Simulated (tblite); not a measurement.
# C4H9B2F2N: the cost of one run

Computed with tblite 0.8.0 and PySCF 2.14.0, with density-fitted response routines of our own, on a single molecule in the gas phase. Atoms are numbered from 0 throughout.

## Step 1: Starting geometry

18 atoms, charge 0, multiplicity 1; geometry from: force field or distance geometry start.

Bonds of the start (Å): N0–B1 1.52, B1–C2 1.55, C2–B3 1.56, B3–F4 1.44, B3–F5 1.43, B1–C6 1.59, C6–C7 1.53, C7–C8 1.51, C8–C6 1.49, N0–H9 1.06, N0–H10 1.02, C2–H11 1.12, C2–H12 1.11, C6–H13 1.11, C7–H14 1.10, C7–H15 1.11, C8–H16 1.12, C8–H17 1.12.

## Step 2: Geometry optimisation with GFN2-xTB

What the job is given:

```
{"job": {"kind": "relax", "xc": "GFN2-xTB", "basis": "xTB"}, "charge": 0, "multiplicity": 1}
N      1.069200    -1.637500     0.750300
B      0.373200    -0.537100    -0.034200
C      1.038500     0.765300    -0.559600
B      2.502100     1.042800    -0.113100
F      3.066900     2.322100    -0.470000
F      3.392900     0.089800     0.478200
C     -1.196100    -0.708300    -0.226400
C     -1.968600     0.000600     0.884000
C     -2.031300     0.488800    -0.541600
H      0.572000    -2.536700     0.498700
H      2.051900    -1.780000     0.527900
H      0.421300     1.624800    -0.178100
H      0.991400     0.865300    -1.667400
H     -1.578500    -1.729200    -0.414800
H     -2.811700    -0.565800     1.314300
H     -1.402500     0.615700     1.613900
H     -1.512900     1.443800    -0.799900
H     -2.986500     0.242000    -1.073800
```

The run is started by

```
$ OMP_NUM_THREADS=1 python probes_run.py task.json out
```

The driver reads the jobs from task.json and runs them one after another.

Q: Estimate the wall time of this first job on 1 thread of Arm Neoverse V1, shared host.

About 1.2 s.
